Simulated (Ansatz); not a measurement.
Working through band-curvature effective masses by finite differences of SnO2, space group P6_3/mmc

Computed with the Ansatz DFT code, driven from Python.

The cells in order, each with its output:

In [1]:
```python
import ansatz as az
import numpy as np
from pymatgen.core import Lattice, Structure
from pymatgen.io.ase import AseAtomsAdaptor
```

In [2]:
```python
TOLERANCE = 1e-10
FUNCTIONAL = 'pbesol'
DISPERSION = 'd3bj'
KMESH = (6, 6, 2)
SMEARING = 'fixed'

pmg_structure = Structure(
    Lattice([(3.23057562, 0.0, 0.0), (-1.61528781, 2.79776055, 0.0), (0.0, 0.0, 10.790562)]),
    ['Sn', 'Sn', 'O', 'O', 'O', 'O'],
    [
        (0.0, 0.0, 0.5),
        (0.0, 0.0, 0.0),
        (2 / 3, 1 / 3, 0.405862),
        (2 / 3, 1 / 3, 0.094138),
        (1 / 3, 2 / 3, 0.594138),
        (1 / 3, 2 / 3, 0.905862),
    ],
)
xtal = az.Crystal.from_ase(AseAtomsAdaptor.get_atoms(pmg_structure))
```

In [3]:
```python
calc = (
    xtal.calculation()
    .scf(tolerance=TOLERANCE)
    .functional(FUNCTIONAL, dispersion=DISPERSION)
    .kpoints(*KMESH, center='gamma')
    .pseudopotentials('paw')
    .occupations(SMEARING)
)
done = calc.band_table().run(threads=1, backend='cpu')
report = done.report
```
```text
DeckWarning: basis.ecutwfc = 420 eV, auto-derived from the records' recommended cutoffs: set by Sn (normal level)
```

In [4]:
```python
sorted(key for key in report if key.endswith('_ev'))
```
Out [4]:
```text
['band_edges_ev', 'eigenvalues_ev', 'energy_sigma0_ev', 'entropy_ts_ev', 'fermi_energy_ev',
 'free_energy_ev', 'gap_by_band_count_ev', 'harris_foulkes_ev', 'internal_energy_ev',
 'lagrangian_ev', 'lagrangian_sigma0_ev', 'loop_fermi_energy_ev', 'occupations_fermi_energy_ev',
 'residual_norms_ev']
```

In [5]:
```python
levels = np.array(report['eigenvalues_ev'])
filled = round(report['n_electrons'] / 2)
edges = {'top filled band': (filled - 1, levels[:, filled - 1].argmax()), 'lowest empty band': (filled, levels[:, filled].argmin())}
gap = levels[:, filled].min() - levels[:, filled - 1].max()
print(f'gap on the mesh {gap:.3f} eV')
if gap <= 0.05:
    print('no gap: band-edge masses have no meaning here')
    edges = {}
reciprocal = 2 * np.pi * np.linalg.inv(done.lattice.cell_ang).T
step = 0.01  # 1/A
```
```text
gap on the mesh 2.087 eV
```

In [6]:
```python
pairs = [(0, 1), (0, 2), (1, 2)]
moves = [sign * axis for axis in np.eye(3) for sign in (-1, 1)]
moves += [s1 * np.eye(3)[i] + s2 * np.eye(3)[j] for i, j in pairs for s1 in (1, -1) for s2 in (1, -1)]
for name, (band, index) in edges.items():
    together = int(np.sum(np.abs(levels[index] - levels[index, band]) < 2e-3))
    print(name, 'at k =', np.round(report['kpoints_frac'][index], 4), f'E = {levels[index, band]:.4f} eV, degeneracy {together}')
    centre = np.array(report['kpoints_frac'][index]) @ reciprocal
    points = [centre] + [centre + step * move for move in moves]
    table = calc.band_structure(points, intervals=1, cartesian=True).run(threads=1, backend='cpu').band_structure().channels[0].eigenvalues_ev
    if together > 1:
        level = np.flatnonzero(np.abs(levels[index] - levels[index, band]) < 2e-3)
        along = (table[1, level] + table[2, level] - 2 * table[0, level]) / step ** 2
        print('  degenerate level, no single mass tensor; masses of its branches along x:', np.round(7.61996 / along, 3), 'm_e')
        continue
    e = table[:, band]
    hessian = np.diag((e[1:7:2] + e[2:7:2] - 2 * e[0]) / step ** 2)
    for (i, j), (pp, pm, mp, mm) in zip(pairs, e[7:].reshape(3, 4)):
        hessian[i, j] = hessian[j, i] = (pp - pm - mp + mm) / (4 * step ** 2)
    curvatures, axes = np.linalg.eigh(hessian)
    slope = (e[2:7:2] - e[1:7:2]) / (2 * step)
    print('  slope (eV A):', np.round(slope, 3) + 0.0, '' if np.abs(slope).max() < 0.05 else '- no extremum here, so these are local curvatures and no band-edge masses')
    for curvature, axis in zip(curvatures, axes.T):
        print(f'  principal mass {7.61996 / curvature:8.3f} m_e along', np.round(axis, 2) + 0.0)
```
```text
top filled band at k = [0.1667 0.3333 0.    ] E = 4.4560 eV, degeneracy 1
  slope (eV A): [ 0.133 -0.154  0.   ] - no extremum here, so these are local curvatures and no band-edge masses
  principal mass   -2.107 m_e along [0. 0. 1.]
  principal mass   -3.830 m_e along [0.98 0.21 0.  ]
  principal mass  -22.098 m_e along [-0.21  0.98  0.  ]
lowest empty band at k = [0. 0. 0.] E = 6.5428 eV, degeneracy 1
  slope (eV A): [0. 0. 0.]
  principal mass    0.674 m_e along [0. 0. 1.]
  principal mass    0.309 m_e along [-0.92 -0.4   0.  ]
  principal mass    0.309 m_e along [ 0.4  -0.92  0.  ]
```

Reading the output:
- Absolute energies stand on the zero of these potentials, so only differences at equal settings mean something. A total without «per atom» is that of the whole cell that was run.
- Semilocal gaps usually lie well under measured ones.
- The Fermi level of a run with fixed occupations marks the highest occupied state on its mesh, not mid-gap.
- This cell is a computed structure, which may not be the phase found in nature.
- Levels are Kohn-Sham eigenvalues on this mesh, without spin-orbit coupling.
- Warnings are shown shortened and without file and line.
- The masses are finite-difference curvatures at extrema found on a coarse mesh, which needn't be the true band edges; a step that is long against the gap makes them too heavy. At a valence maximum the curvature is negative (the hole mass is its size); mixed signs mark a saddle. Spin-orbit coupling is left out, and light masses scale with the Kohn-Sham gap.
- The whole script took 9.7 s on 1 thread of Arm Neoverse V2 (shared host), peak memory 0.48 GiB.
